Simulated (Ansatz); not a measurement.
# Indium, A15 under PBEsol: structure and ground-state energy

The plan for indium in the A15 structure: relax it, then solve it on a dense k-mesh. Spin polarisation is left out. The k-meshes are 5×5×5 for the relaxation; 6×6×6 for the dense run.

Program: Ansatz 0.2.0. Level of theory: DFT PBEsol, plane waves (420 eV) with PAW, scalar-relativistic; PBE-made PAW files. These are calculated values, not measurements.

## Step 1: The structure to begin with

The structure is cubic, space group Pm-3n (No. 223). The conventional cell has a = 5.936 Å, b = 5.936 Å, c = 5.936 Å, α = 90.00°, β = 90.00°, γ = 90.00°. In (site symmetry m-3) has 12 In at 3.32 Å as nearest neighbours. In (site symmetry -4m2) has 6 In at 2.97 to 3.32 Å as nearest neighbours.

As a file:

```
CELL_PARAMETERS angstrom
5.93588 0.00000 0.00000
0.00000 5.93588 0.00000
0.00000 0.00000 5.93588
ATOMIC_POSITIONS crystal
In 0.00000 0.00000 0.00000
In 0.50000 0.50000 0.50000
In 0.25000 0.00000 0.50000
In 0.75000 0.00000 0.50000
In 0.50000 0.25000 0.00000
In 0.50000 0.75000 0.00000
In 0.00000 0.50000 0.25000
In 0.00000 0.50000 0.75000
```

## Step 2: Relaxing cell and atoms

The input, input.yaml:

```yaml
crystal:
  lattice:
    - [5.9358781157, 0.0, 0.0]
    - [0.0, 5.9358781157, 0.0]
    - [0.0, 0.0, 5.9358781157]
  atoms:
    - { symbol: In, position: [0.0, 0.0, 0.0] }
    - { symbol: In, position: [0.5, 0.5, 0.5] }
    - { symbol: In, position: [0.25, 0.0, 0.5] }
    - { symbol: In, position: [0.75, 0.0, 0.5] }
    - { symbol: In, position: [0.5, 0.25, 0.0] }
    - { symbol: In, position: [0.5, 0.75, 0.0] }
    - { symbol: In, position: [0.0, 0.5, 0.25] }
    - { symbol: In, position: [0.0, 0.5, 0.75] }
hamiltonian:
  xc: pbesol
  pseudopotentials:
    kind: paw
    azcp:
      In: "pseudopotentials/In.paw.azcp"
basis:
  ecutwfc: 420
  fft_grid_basis: typed
kpoints:
  mp_grid: { grid: [5, 5, 5], shift: [0, 0, 0] }
magnetization:
  spin_polarized: false
scf:
  occupations: { method: fermi_dirac, width: 0.1 }
relax:
  max_steps: 60
  f_tol: 0.01
  cell: {}
```

Run with:

```console
ansatz run input.yaml --threads 4 --pin off --max-ram 8192MiB --backend cpu --events-out ev --progress --plain --runs-dir out
```

After this run come: Single point on a dense mesh.

What does the calculation give? Wanted: space group; conventional cell; volume; shortest distance; gap on the mesh; relative to body-centred tetragonal.

As calculated:

| quantity | value |
| --- | --- |
| space group (spins left aside) | Pm-3n (No. 223) |
| conventional cell | a = 5.947 Å |
| volume | 26.288 Å³/atom |
| shortest distance | 2.973 Å |
| gap on the mesh | none (levels filled in part) |
| relative to body-centred tetragonal | +45 meV/atom |

What this shows: From the guessed start the volume grew by 0.6 % in 3 steps. Against the usual form of indium (body-centred tetragonal, computed apart with the same settings) it stands 45 meV/atom higher. No gap shows: it is a metal or semimetal at this level. Relaxation kept the symmetry; phonons were not checked.
